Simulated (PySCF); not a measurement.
# C2H5BF4Si: electronic excitations

Aim: predict the electronic excitations of C2H5BF4Si (`FB[SiH2]CC(F)(F)F`).

The runs use PySCF 2.14.0, with density-fitted response routines of our own; the level of theory stands in each step. All values are computed, except where a source is named. Atoms are numbered from 0 throughout.

## 1. The starting structure

13 atoms, charge 0, multiplicity 1; geometry from: GFN2-xTB.

Bonds of the start (Å): F0–B1 1.31, B1–Si2 1.98, Si2–C3 1.93, C3–C4 1.49, C4–F5 1.35, C4–F6 1.35, C4–F7 1.35, B1–H8 1.18, Si2–H9 1.47, Si2–H10 1.47, C3–H11 1.09, C3–H12 1.09.

## 2. TDDFT and polarisability: PBE0/def2-SVPD

The job: settings as JSON, then the geometry in Å.

```
{"job": {"kind": "uv", "xc": "PBE0", "basis": "def2-SVPD", "nstates": 8, "ntriplets": 3}, "charge": 0, "multiplicity": 1}
F     -2.284735     1.670157    -0.568651
B     -1.654902     1.194932     0.480326
Si    -1.031502    -0.688380     0.462469
C      0.568524    -0.839112    -0.611707
C      1.526838     0.247027    -0.250422
F      2.708487     0.165698    -0.888322
F      1.042072     1.475192    -0.534686
F      1.816468     0.267299     1.063878
H     -1.532086     1.964118     1.363594
H     -0.658379    -1.250157     1.767950
H     -1.924710    -1.668587    -0.174890
H      1.068127    -1.792450    -0.452746
H      0.351411    -0.745251    -1.674521
```

Method: TDDFT PBE0/def2-SVPD, vertical, gas phase, core orbitals frozen in the response.

Launch:

```sh
$ OMP_NUM_THREADS=1 python probes_run.py task.json out
```

The driver reads the jobs from task.json and runs them one after another.

Standard output:

```text
coarse grid: 12328 points
cycle   1  E = -791.6719804820  dE =  9.002e-01  |g| = 8.883e-01  |ddm| = 4.427e+00
cycle   2  E = -791.5311890213  dE =  1.408e-01  |g| = 1.312e+00  |ddm| = 1.862e+00
cycle   3  E = -791.8112508866  dE = -2.801e-01  |g| = 8.307e-02  |ddm| = 1.095e+00
cycle   4  E = -791.8123129475  dE = -1.062e-03  |g| = 4.177e-02  |ddm| = 1.225e-01
cycle   5  E = -791.8126539870  dE = -3.410e-04  |g| = 7.319e-03  |ddm| = 4.660e-02
cycle   6  E = -791.8126617795  dE = -7.793e-06  |g| = 2.519e-03  |ddm| = 8.307e-03
final grid: 118832 points
cycle   7  E = -791.9142855189  dE = -4.799e-05  |g| = 4.912e-03  |ddm| = 6.548e-02
cycle   8  E = -791.9142823487  dE =  3.170e-06  |g| = 6.742e-03  |ddm| = 1.161e-02
cycle   9  E = -791.9142906572  dE = -8.308e-06  |g| = 5.264e-04  |ddm| = 5.928e-03
cycle  10  E = -791.9142907130  dE = -5.580e-08  |g| = 1.815e-04  |ddm| = 1.004e-03
cycle  11  E = -791.9142907189  dE = -5.970e-09  |g| = 6.487e-05  |ddm| = 2.658e-04
cycle  12  E = -791.9142907196  dE = -6.971e-10  |g| = 2.037e-05  |ddm| = 7.562e-05
converged SCF energy = -791.9142907196

Static polarisability (au): isotropic 67.640, principal 61.695 67.428 73.797

Singlet excitations
state   eV       nm        f      main configurations
  1   4.8195    257.3   0.00825   H->L 0.98
  2   6.4983    190.8   0.00435   H-2->L 0.99
  3   6.6847    185.5   0.07699   H-1->L 0.97
  4   7.6691    161.7   0.03438   H->L+1 0.93
  5   8.1622    151.9   0.00921   H-3->L 0.79
  6   8.2891    149.6   0.03788   H->L+2 0.73, H-3->L 0.10
  7   8.3615    148.3   0.00473   H->L+3 0.73
  8   8.4740    146.3   0.03369   H-4->L 0.46, H-6->L 0.30, H->L+3 0.11

Triplet excitations (Tamm-Dancoff, eV): 3.9519 6.0715 6.2366
```

It took 2.2 min on 1 thread of Intel Xeon at 2.50GHz, shared host; peak memory 0.83 GiB.

Frontier orbitals and where they lie:

```csv
orbital,eV,atoms
HOMO−3,-11.43,"C3 25 %, F7 24 %, F6 18 %"
HOMO−2,-9.87,"Si2 38 %, H9 29 %, H10 16 %"
HOMO−1,-9.78,"C3 31 %, Si2 28 %, H10 14 %"
HOMO,-8.61,"B1 30 %, Si2 23 %, F0 18 %"
LUMO,-2.06,"B1 45 %, Si2 18 %, F0 15 %"
LUMO+1,0.33,"B1 29 %, Si2 25 %, F0 10 %"
LUMO+2,0.78,"Si2 32 %, H10 17 %, C3 10 %"
```

With each of the 8 states as a Gaussian band of 0.4 eV half-width at 1/e, the curve within the window shown has maxima at 257 nm (ε 330), 185 nm (ε 3,300), 149 nm (ε 3,300) L/(mol cm). Beyond the last state computed it falls off for lack of states. The curve at chosen wavelengths:

```csv
nm,ε (L/mol/cm)
141,1233
147,3201
153,2671
159,1839
165,1275
171,905
177,1842
184,3215
190,2779
196,1475
202,526
208,136
214,28
220,10
226,23
232,63
238,133
244,222
250,299
257,334
263,309
269,250
275,179
281,116
287,68
293,37
```

Further results of this job:

```csv
property,computed
dipole moment (D),2.08
polarisability (Å³),10.02
HOMO–LUMO gap (eV),6.55
−ε(HOMO) (eV),8.61
```

## 3. Outcome

| quantity | value |
| --- | --- |
| lowest singlet (PBE0/def2-SVPD) | 4.82 eV (257 nm), f = 0.008 |
| brightest single state of those computed | state 3, 6.68 eV, f = 0.077 |
| lowest triplet | 3.95 eV |

What this shows: The lowest singlet, at 4.82 eV, is HOMO→LUMO 0.98 and is weak; of the 8 states computed, the strongest absorption comes from state 3 at 6.68 eV (the last state computed is bright too, and its partners may lie past the list). The lowest triplet lies 0.87 eV below the lowest singlet (triplets in Tamm-Dancoff, singlets in full TDDFT).
